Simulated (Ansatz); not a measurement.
# BBrClH5N2: the cost of one run

Program: Ansatz 0.2.0. Level of theory: RHF/def2-SVP. These are calculated values, not measurements.

## 1. The starting structure

Bond lengths: N2–H3 1.060 Å, N2–H4 1.060 Å, B1–Cl5 1.860 Å, B1–N6 1.550 Å, N6–H7 1.060 Å, N6–H8 1.060 Å, B1–Br9 2.340 Å, N2–H10 1.146 Å, Br9–H10 1.520 Å. Angles: H3–N2–H4 120.0°, H3–N2–H10 88.5°, H4–N2–H10 96.1°, Cl5–B1–N6 120.0°, Cl5–B1–Br9 88.6°, N6–B1–Br9 109.9°, B1–N6–H7 120.0°, B1–N6–H8 120.0°, H7–N6–H8 120.0°, B1–Br9–H10 63.2°, N2–H10–Br9 139.8°.

As a file:

```xyz
10

B     0.0000    0.0000    0.0000
N     0.0000    0.0000    1.9000
H    -0.8770   -0.2713    2.4300
H     0.8770    0.2713    2.4300
Cl    1.6108    0.0000   -0.9300
N    -1.3423    0.0000   -0.7750
H    -2.0112   -0.8164   -0.6764
H    -1.5914    0.8164   -1.4036
Br    0.4922   -2.1654    0.7379
H     0.2531   -1.1137    1.8085
```

## 2. Pulling towards end A

Springs on the bonds that form and break draw the guess towards this end; the thresholds are loose.

Contents of input.yaml:

```yaml
crystal:
  periodic: [false, false, false]
  atoms:
    - { symbol: B, position_ang: [0.0, 0.0, 0.0] }
    - { symbol: "N", position_ang: [0.0, 0.0, 1.9] }
    - { symbol: H, position_ang: [-0.877, -0.2713, 2.43] }
    - { symbol: H, position_ang: [0.877, 0.2713, 2.43] }
    - { symbol: Cl, position_ang: [1.6108, 0.0, -0.93] }
    - { symbol: "N", position_ang: [-1.3423, 0.0, -0.775] }
    - { symbol: H, position_ang: [-2.0112, -0.8164, -0.6764] }
    - { symbol: H, position_ang: [-1.5914, 0.8164, -1.4036] }
    - { symbol: Br, position_ang: [0.4922, -2.1654, 0.7379] }
    - { symbol: H, position_ang: [0.2531, -1.1137, 1.8085] }
basis:
  gaussian: { orbitals: def2-SVP }
hamiltonian:
  xc: hf
relax:
  f_tol: 0.15
  max_steps: 25
  restrain:
    - { distance: [0, 8], at: 3.24, k: 30.0 }
    - { distance: [9, 1], at: 2.26, k: 30.0 }
    - { distance: [0, 1], at: 1.55, k: 30.0 }
    - { distance: [9, 8], at: 1.55, k: 30.0 }
output:
  orbitals: {}
```

Launch:

```bash
ansatz run input.yaml --threads 2 --pin off --max-ram 3072MiB --backend cpu --events-out ev --progress --plain --runs-dir out
```

What time and memory should one allow on 2 threads of Intel Xeon 6975P-C (Granite Rapids), shared host?

About 18 s, with a peak of 0.3 GiB.
